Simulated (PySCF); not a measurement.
# The bond of SiSb, level by level, part 2 of 2

PySCF 2.14.0; Si def2-SVP, Sb def2-SVP with ECP28; scalar-relativistic core potentials.

## (11) UHF

Log of the SCF at 2.386 Å:

```text
******** <class 'pyscf.scf.uhf_symm.SymAdaptedUHF'> ********
method = SymAdaptedUHF
[... 13 set-up lines left out, the same as in an earlier log ...]
Overwritten attributes  get_occ get_k get_hcore get_j get_jk  of <class 'pyscf.scf.uhf_symm.SymAdaptedUHF'>
<class 'pyscf.scf.uhf_symm.SymAdaptedUHF'> does not have attributes  refdm
[... 1 set-up line left out, the same as in an earlier log ...]
init E= -528.032272444464
cycle= 1 E= -528.042641781541  delta_E= -0.0104  |g|= 0.0288  |ddm|= 0.251
cycle= 2 E= -528.043658992004  delta_E= -0.00102  |g|= 0.0124  |ddm|= 0.0925
cycle= 3 E= -528.044021035049  delta_E= -0.000362  |g|= 0.0094  |ddm|= 0.0326
cycle= 4 E= -528.044333560449  delta_E= -0.000313  |g|= 0.00713  |ddm|= 0.0312
cycle= 5 E= -528.04453518217  delta_E= -0.000202  |g|= 0.00738  |ddm|= 0.0163
cycle= 6 E= -528.043867823093  delta_E= 0.000667  |g|= 0.00601  |ddm|= 0.0589
cycle= 7 E= -528.043267836685  delta_E= 0.0006  |g|= 0.00395  |ddm|= 0.0903
cycle= 8 E= -528.043234967418  delta_E= 3.29e-05  |g|= 0.00268  |ddm|= 0.0431
cycle= 9 E= -528.043286198514  delta_E= -5.12e-05  |g|= 0.0019  |ddm|= 0.025
cycle= 10 E= -528.043331663337  delta_E= -4.55e-05  |g|= 0.000674  |ddm|= 0.0247
cycle= 11 E= -528.043336327007  delta_E= -4.66e-06  |g|= 0.000224  |ddm|= 0.0103
cycle= 12 E= -528.04333633477  delta_E= -7.76e-09  |g|= 7.9e-05  |ddm|= 0.00178
cycle= 13 E= -528.043336346838  delta_E= -1.21e-08  |g|= 1.09e-05  |ddm|= 0.000428
cycle= 14 E= -528.043336347199  delta_E= -3.61e-10  |g|= 3.44e-06  |ddm|= 6.83e-05
Extra cycle  E= -528.043336347227  delta_E= -2.84e-11  |g|= 2.23e-06  |ddm|= 1.4e-05
converged SCF energy = -528.043336347227  <S^2> = 0.76738151  2S+1 = 2.0173066
```

No constants are quoted: the points don't follow one smooth fit.

## (12) Adding correlation

Reference: UHF; core orbitals frozen: 9; virtual orbitals above 20 hartree dropped in coupled cluster: 1. MP2 keeps all virtuals, so it differs from the MP2 energy in the coupled-cluster log.

The coupled-cluster run at the reference distance, 2.386 Å, printed:

```text
******** <class 'pyscf.cc.uccsd.UCCSD'> ********
CC2 = 0
CCSD nocc = (np.int64(10), np.int64(9)), nmo = (34, 34)
frozen orbitals [[0, 1, 2, 3, 4, 5, 6, 7, 8, 43], [0, 1, 2, 3, 4, 5, 6, 7, 8, 43]]
max_cycle = 80
direct = 0
conv_tol = 1e-07
conv_tol_normt = 1e-05
diis_space = 8
diis_start_cycle = 0
diis_start_energy_diff = 1e+09
max_memory 909 MB (current use 342 MB)
Init t2, MP2 energy = -0.168624933190227
Init E_corr(UCCSD) = -0.168624933198887
cycle = 1  E_corr(UCCSD) = -0.181698928793725  dE = -0.0130739956  norm(t1,t2) = 0.10082
cycle = 2  E_corr(UCCSD) = -0.189499224266288  dE = -0.00780029547  norm(t1,t2) = 0.0384151
cycle = 3  E_corr(UCCSD) = -0.191418141034329  dE = -0.00191891677  norm(t1,t2) = 0.0247528
cycle = 4  E_corr(UCCSD) = -0.193601641322282  dE = -0.00218350029  norm(t1,t2) = 0.0131049
cycle = 5  E_corr(UCCSD) = -0.19341864299436  dE = 0.000182998328  norm(t1,t2) = 0.00643729
cycle = 6  E_corr(UCCSD) = -0.193433061645737  dE = -1.44186514e-05  norm(t1,t2) = 0.00295644
cycle = 7  E_corr(UCCSD) = -0.193511820436283  dE = -7.87587905e-05  norm(t1,t2) = 0.00151567
cycle = 8  E_corr(UCCSD) = -0.193497119553895  dE = 1.47008824e-05  norm(t1,t2) = 0.000674798
cycle = 9  E_corr(UCCSD) = -0.19351353014473  dE = -1.64105908e-05  norm(t1,t2) = 0.000267671
cycle = 10  E_corr(UCCSD) = -0.19351143689119  dE = 2.09325354e-06  norm(t1,t2) = 0.000121492
cycle = 11  E_corr(UCCSD) = -0.193510320857438  dE = 1.11603375e-06  norm(t1,t2) = 5.41374e-05
cycle = 12  E_corr(UCCSD) = -0.193510759871373  dE = -4.39013935e-07  norm(t1,t2) = 2.21468e-05
cycle = 13  E_corr(UCCSD) = -0.193510915161562  dE = -1.55290188e-07  norm(t1,t2) = 8.41076e-06
cycle = 14  E_corr(UCCSD) = -0.193511057525503  dE = -1.42363941e-07  norm(t1,t2) = 2.77368e-06
cycle = 15  E_corr(UCCSD) = -0.193510986176745  dE = 7.13487576e-08  norm(t1,t2) = 1.49004e-06
UCCSD converged
E(UCCSD) = -528.2368473334039  E_corr = -0.1935109861767453
UCCSD(T) correction = -0.0106123335812095
```

Correlation energy (eV) along the bond:

```tsv
R (Å)	MP2	SCS-MP2	CCSD	CCSD(T)	T1
2.052	-4.387	-4.263	n/a	n/a	n/a
2.147	-4.368	-4.246	-5.091	-5.323	0.026
2.243	-4.187	-4.068	-5.097	-5.341	0.048
2.314	-4.533	-4.402	-5.214	-5.485	0.024
2.386	-4.590	-4.462	-5.266	-5.554	0.025
2.458	-4.641	-4.516	-5.320	-5.627	0.027
2.553	-4.702	-4.584	-5.396	-5.729	0.032
2.672	-4.773	-4.667	-5.496	-5.863	0.039
2.816	-4.858	-4.766	-5.632	-6.041	0.051
3.006	-4.845	-4.770	n/a	n/a	n/a
```

UHF-MP2: No constants are quoted: the points don't follow one smooth fit.

UHF-SCS-MP2: No constants are quoted: the points don't follow one smooth fit.

UHF-CCSD: Re = 2.405 Å, ωe = 414 cm⁻¹, ωexe = 1.38 cm⁻¹, αe = 0.000516 cm⁻¹, Be = 0.1283 cm⁻¹, De = 1.94 eV.

UHF-CCSD(T): No constants are quoted: the points don't follow one smooth fit.

## (13) The curves together

Energy (eV) from each level's lowest point:

```tsv
R (Å)	UHF	UHF-MP2	UHF-SCS-MP2	UHF-CCSD	UHF-CCSD(T)	PBE	r²SCAN	PBE0	r²SCAN0	B97-3	M06-2X
2.052	1.233	1.436	1.432	n/a	n/a	1.465	1.373	1.317	1.268	1.373	1.284
2.147	0.498	0.721	0.714	0.672	0.731	0.696	0.627	0.587	0.550	0.625	0.561
2.243	0.063	0.467	0.458	0.232	0.279	0.252	0.208	0.184	0.162	0.206	0.169
2.314	0.012	0.070	0.073	0.064	0.084	0.075	0.053	0.041	0.030	0.051	0.034
2.386	0.000	0.000	0.000	0.000	0.002	0.000	0.000	0.000	0.000	0.000	0.000
2.458	0.070	0.020	0.017	0.016	0.000	0.003	0.025	0.038	0.044	0.028	0.034
2.553	0.257	0.146	0.135	0.127	0.085	0.098	0.145	0.173	0.171	0.155	0.133
2.672	0.588	0.405	0.384	0.358	0.282	0.315	0.376	0.411	0.387	0.398	0.315
2.816	1.065	0.797	0.761	0.699	0.581	0.653	0.695	0.726	0.680	0.726	0.578
3.006	1.731	1.476	1.422	n/a	n/a	1.119	1.120	1.144	1.079	1.156	0.941
```

The whole job (state search and all levels along the bond) took 2.2 min on 1 thread of Arm Neoverse V1 (shared host), peak memory 0.5 GiB.

## (14) Constants by level of theory

What follows sums up all 2 parts.

Lowest PBE0 solution found, without spin–orbit coupling: ²Π (doublet), unpaired electrons π ↑. State 2 has its PBE0 minimum 0.23 eV higher. State 3 has its PBE0 minimum 1.18 eV higher. State 4 has its PBE0 minimum 1.52 eV higher, as a spin-mixed determinant (⟨S²⟩ = 1.76), so this is no gap between pure states. The other levels ran on the lowest alone.

```tsv
level	Re (Å)	ωe (cm⁻¹)	De (eV)	μ (D)
UHF-CCSD	2.405	414	1.94	n/a
PBE	2.417	402	3.08	0.27
r²SCAN	2.396	419	2.76	0.27
PBE0	2.384	430	2.73	0.15
r²SCAN0	2.376	421	2.51	0.11
B97-3	2.393	425	2.88	0.19
```

De is counted to Si + Sb in their ground configurations. A positive dipole means Si(−)Sb(+). No constants: UHF (the points don't follow one smooth fit); UHF-MP2 (the points don't follow one smooth fit); UHF-SCS-MP2 (the points don't follow one smooth fit); UHF-CCSD(T) (the points don't follow one smooth fit); M06-2X (the points don't follow one smooth fit).

Time per point (s) on 1 thread of Arm Neoverse V1, shared host (CPU time, shared integrals of 0.11 s apart; correlated levels include their reference; CCSD comes with the CCSD(T) run); the times are rough: PBE 0.59, r²SCAN 0.88, PBE0 0.88, r²SCAN0 0.96, B97-3 0.55.

In words: The methods spread over 0.042 Å in bond length, from r²SCAN0 to PBE. Among the levels with a De in the table, it runs from 1.94 eV (UHF-CCSD) to 3.08 eV (PBE).

Correlated steps freeze 9 core orbitals. These are scalar-relativistic numbers at best; spin–orbit coupling would shift them, the dissociation energy most. T1 is 0.025 near the minimum (highest on the curve 0.051), which may point to more than one leading configuration. With spin–orbit coupling the term label itself may not hold.
